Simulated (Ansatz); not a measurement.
**Cu: an axial (c/a) deformation path**

An exercise on one series of results from a longer session: the logs are not shown, and one member is left open.

Computed with Ansatz 0.2.0 (DFT r2SCAN, scalar-relativistic, plane waves, PAW, unless a step's input says otherwise).

1 further run of the same task is left out (set aside as unsound or not needed).

**Starting point**

Symmetry: Cmcm, No. 63, orthorhombic system. Conventional cell: a = 2.437 Å, b = 7.953 Å, c = 2.475 Å, α = 90.00°, β = 90.00°, γ = 90.00°. Around Cu (site symmetry m2m) lie 10 Cu at 2.44 to 2.54 Å.

As a file:

```xyz
2
Lattice="1.2185 -3.9764 0.0000 1.2185 3.9764 0.0000 0.0000 0.0000 2.4755" Properties=species:S:1:pos:R:3 pbc="T T T"
Cu    1.2185    2.9118    0.6189
Cu    1.2185   -2.9118    1.8566
```

It goes back to an entry of the Materials Project, which need not be the stable form.

No relaxation comes first: the listed cell is the starting point.

**Zero of energy**

The reference gives a free energy of -13262.1683 eV, pressure 0.25 GPa, largest force 0.006 eV/Å and gap on the mesh none (metal). It was computed beforehand with the settings of the runs below.

Set-up of the first run:

At fixed volume and fractional coordinates, lengths along (0.000, 0.000, 1.000) are scaled against those across it; ρ is that ratio over its starting value.

input.yaml reads:

```yaml
crystal:
  lattice:
    - [1.2862921421, -4.1977318085, 0.0]
    - [1.2862921421, 4.1977318085, 0.0]
    - [0.0, 0.0, 2.2213044968]
  atoms:
    - { symbol: Cu, position: [0.13386665, 0.86613335, 0.25] }
    - { symbol: Cu, position: [0.86613335, 0.13386665, 0.75] }
basis:
  ecutwfc: 500
kpoints:
  mp_grid: { grid: [22, 22, 22] }
hamiltonian:
  xc: r2scan
scf:
  occupations: { method: gaussian, width: 0.15 }
output:
  forces: true
  stress: true
  eigenvalues: true
  write_density: true
  write_potential: true
  elf: true
  volumetric_format: npy
```

The run is started by

```bash
$ ansatz run input.yaml --threads 1 --pin off --max-ram 2560MiB --backend cpu --events-out ev --progress --plain --runs-dir out
```

Among the steps run: ρ = 0.850; ρ = 1.200; At ρ = 0.920; At ρ = 1.100.

One of the session's tables, all rows but one given; the rest of the session is left out.

It belongs to the step «The scan collected». 

| ρ | ΔE (meV/atom) | pressure (GPa) |
| --- | --- | --- |
| 0.850 | 167.2 | 7.0 |
| 0.920 | 38.8 | 2.0 |
| 1.000 | 0.0 | 0.2 |
| 1.100 | ? | ? |
| 1.200 | 114.0 | 4.3 |

**Question.** Estimate the row for ρ = 1.100.

Worked estimate for «ΔE (meV/atom)». A straight line through the neighbours (1.000, 0.0) and (1.200, 114.0) gives 0.0 + (114.0 − 0.0) × (1.100 − 1.000) / (1.200 − 1.000) = 57.0; a parabola fitted to 3 rows on both sides gives 19.3.

The run gave: ΔE (meV/atom): 35.8; pressure (GPa): 1.3. In «ΔE (meV/atom)» the line misses by +21.2 and the parabola by -16.5.
